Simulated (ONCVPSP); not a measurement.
# Ir: generating and testing an ONCV potential

Aim: build the potential from the settings below, then test how well it stands in for the atom: other configurations, scattering, ghost states and the plane-wave cutoff that it needs.

Method: ONCVPSP 4.0.1.1 (patched build), PBE, scalar-relativistic.

## 1. The atom and the settings

Typed settings, in words:

```json
{
 "element": "iridium (Ir, Z = 77)",
 "type": "optimised norm-conserving Vanderbilt (ONCV)",
 "frozen core": "[Kr] 4d10 4f14",
 "valence charge": "17",
 "reference configuration": "5s2 5p6 5d7 6s1 (charge +1)",
 "partial waves": "5s+6s: rc 1.36 bohr, ncon 4, nbas 8, qcut 5.5 1/bohr, 2 projectors; 5p: rc 1.18 bohr, ncon 4, nbas 7, qcut 10.8 1/bohr, 3 projectors, debl 3.2 Ha; 5d: rc 1.14 bohr, ncon 4, nbas 8, qcut 7.3 1/bohr, 2 projectors, debl 0.6 Ha; f scattering state at 0.22 Ha: rc 1.14 bohr, ncon 4, nbas 7, qcut 8 1/bohr, 1 projector",
 "local potential": "polynomial inside 0.86 bohr (lpopt 3, dvloc0 3 Ha)",
 "core correction": "not asked for"
}
```

The outer shells as boxes (Hund's rule for the drawing; the calculation is spin-unpolarised):

```
[Kr] core
4d [↑↓][↑↓][↑↓][↑↓][↑↓]
4f [↑↓][↑↓][↑↓][↑↓][↑↓][↑↓][↑↓]
5s [↑↓]
5p [↑↓][↑↓][↑↓]
5d [↑↓][↑↓][↑ ][↑ ][↑ ]
6s [↑ ]
```

## 2. Generating the potential

Contents of Ir.dat:

```
# ATOM AND REFERENCE CONFIGURATION
# atsym  z   nc   nv     iexc    psfile
  Ir 77.00   10    4        4      upf
#
#   n    l    f
    1    0    2.00
    2    0    2.00
    2    1    6.00
    3    0    2.00
    3    1    6.00
    3    2   10.00
    4    0    2.00
    4    1    6.00
    4    2   10.00
    4    3   14.00
    5    0    2.00
    5    1    6.00
    5    2    7.00
    6    0    1.00
#
# PSEUDOPOTENTIAL AND OPTIMIZATION
# lmax
    3
#
#   l,   rc,      ep,       ncon, nbas, qcut
    0    1.36    0.00    4    8    5.50
    1    1.18    0.00    4    7   10.80
    2    1.14    0.00    4    8    7.30
    3    1.14    0.22    4    7    8.00
#
# LOCAL POTENTIAL
# lloc, lpopt,  rc(5),   dvloc0
    4    3    0.86    3.00
#
# VANDERBILT-KLEINMAN-BYLANDER PROJECTORs
# l, nproj, debl
    0    2    1.90
    1    3    3.20
    2    2    0.60
    3    1    1.10
#
# MODEL CORE CHARGE
# icmod, fcfact, rcfact
    0    0.00    0.00
#
# LOG DERIVATIVE ANALYSIS
# epsh1, epsh2, depsh
   -5.00    5.00    0.04
#
# OUTPUT GRID
# rlmax, drl
    6.00    0.01
#
# TEST CONFIGURATIONS
# ncnf
    4
# nvcnf
#   n    l    f
    4
    5    0    2.00
    5    1    6.00
    5    2    7.00
    6    0    2.00
#
    4
    5    0    2.00
    5    1    6.00
    5    2    7.00
    6    0    0.00
#
    4
    5    0    2.00
    5    1    6.00
    5    2    6.00
    6    0    0.00
#
    5
    5    0    2.00
    5    1    6.00
    5    2    7.00
    6    0    0.00
    6    1    1.00
#
```

Launch:

```sh
oncvpsp.x < Ir.dat > Ir.out
```

Q: Predict the outcome of this session. Wanted: cutoffs for 1 and 0.1 mHa per electron, occupied waves; bound ghosts; GHOST(+) flags; largest test error; largest phase difference near zero energy, channels read.

As calculated:

| quantity | value |
| --- | --- |
| cutoffs for 1 and 0.1 mHa per electron, occupied waves | 85 Ha and 101 Ha |
| bound ghosts | p at -396.35 eV |
| GHOST(+) flags | s at 85 eV, f at 2064 eV (1 near or above the test basis's cutoff) |
| largest test error (AE − PS) | -7.7 meV, for 5s2 5p6 5d6 6s0 |
| largest phase difference near zero energy, channels read | 0.015 rad |

What this shows: It has a bound ghost (p), a state that the atom doesn't have, and that rules the file out. The worst unpolarised test, 5s2 5p6 5d6 6s0, is off by 7.7 meV on 48.0 eV; by total energies transferability rates as good. Atomic tests can pass in spite of a ghost, since they solve only for the levels asked. The potential is very hard: the looser tolerance needs 85 Ha. At the looser tolerance the 5s wave is the slowest; 5p needs 43 Ha. That counts occupied waves only; other projectors can need more. Near zero energy the phases of the channels with partial waves agree within 0.015 rad. The program also flags highly localised states, GHOST(+) (s, f). Note that the frozen 4f shell (-70 eV) lies higher than the valence 5s shell (-106 eV). All of this concerns the isolated atom, not yet a solid.
